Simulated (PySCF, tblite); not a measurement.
**C₃H₁₃BN₂Si₂: geometry, infrared bands and NMR shifts**

Aim: predict the infrared bands and NMR shifts of C₃H₁₃BN₂Si₂ (`C=N[SiH2][SiH2]NB(C)C`).

Computed with tblite 0.8.0 and PySCF 2.14.0, with density-fitted response routines of our own, on a single molecule in the gas phase. Atoms count from 0, in the outputs and in this text.

## 1. Starting geometry

21 atoms, charge 0, multiplicity 1; geometry from: force field or distance geometry start.

Bonds of the start (Å): C0–N1 1.26, N1–Si2 1.76, Si2–Si3 2.22, Si3–N4 1.77, N4–B5 1.53, B5–C6 1.59, B5–C7 1.58, C0–H8 1.08, C0–H9 1.09, Si2–H10 1.49, Si2–H11 1.46, Si3–H12 1.50, Si3–H13 1.47, N4–H14 1.06, C6–H15 1.12, C6–H16 1.11, C6–H17 1.10, C7–H18 1.12, C7–H19 1.11, C7–H20 1.11.

## 2. Optimising the geometry with GFN2-xTB

What the job is given:

```
{"job": {"kind": "relax", "xc": "GFN2-xTB", "basis": "xTB"}, "charge": 0, "multiplicity": 1}
C      4.219600     0.843500    -0.047800
N      3.887600    -0.343500     0.207900
Si     2.320500    -1.061000    -0.159700
Si     0.677900     0.188600     0.664600
N     -0.556100     0.660000    -0.516700
B     -1.923200     0.095800    -0.134800
C     -2.179500    -1.455000     0.079500
C     -3.163900     1.062400     0.049900
H      3.585500     1.573700    -0.526400
H      5.220000     1.170500     0.243400
H      2.239500    -2.377100     0.525600
H      2.178200    -1.321600    -1.591600
H      0.068700    -0.557200     1.816100
H      1.254300     1.401400     1.251400
H     -0.642800     1.713600    -0.462800
H     -3.233400    -1.580900     0.451300
H     -1.503700    -1.754900     0.909100
H     -1.994000    -2.026000    -0.841500
H     -4.012900     0.530700     0.555400
H     -3.530200     1.295000    -0.969000
H     -2.921000     1.958800     0.650300
```

The run is started by

```sh
$ OMP_NUM_THREADS=1 python probes_run.py task.json out
```

The driver reads the jobs from task.json and runs them one after another.

**Question.** This job is followed by: GFN2-xTB harmonic vibrations, gas phase; GIAO PBE0/pcSseg-1 NMR shielding, non-relativistic, gas phase. Predict these results of the whole session: strongest single infrared mode (GFN2-xTB); zero-point energy (GFN2-xTB); 13C shifts against TMS (PBE0/pcSseg-1, means over atoms taken as alike); 1H shifts against TMS (PBE0/pcSseg-1, means over atoms taken as alike); 15N shifts against NH3 (PBE0/pcSseg-1); 29Si shifts against TMS (PBE0/pcSseg-1); 11B shifts against BF3·OEt2 (PBE0/pcSseg-1).

The runs gave:

```
                                                               quantity                                   value
                              strongest single infrared mode (GFN2-xTB)                   1361 cm⁻¹, 650 km/mol
                                           zero-point energy (GFN2-xTB)                           97.7 kcal/mol
13C shifts against TMS (PBE0/pcSseg-1, means over atoms taken as alike)                          171.4, 7.5 ppm
 1H shifts against TMS (PBE0/pcSseg-1, means over atoms taken as alike)  8.72, 8.57, 5.40, 5.03, 3.65, 0.34 ppm
                                 15N shifts against NH3 (PBE0/pcSseg-1)                        417.4, 100.5 ppm
                                29Si shifts against TMS (PBE0/pcSseg-1)                        -52.7, -52.9 ppm
                            11B shifts against BF3·OEt2 (PBE0/pcSseg-1)                                50.2 ppm
```

The optimisation took 198 steps and gained 1.201 eV; among the close pairs (by a distance rule), N4–B5 changed most, from 1.527 to 1.401 Å. All 57 modes are real, so the xTB geometry is a minimum. The strongest single mode, at 1361 cm⁻¹, moves mainly B5 and N4. GFN2-xTB is a fitted tight-binding method: band positions and strengths are rough. Its intensities can rank the bands wrongly. At PBE0/pcSseg-1: The widest tensor belongs to N1: span 879 ppm, with a paramagnetic part of -484 ppm.
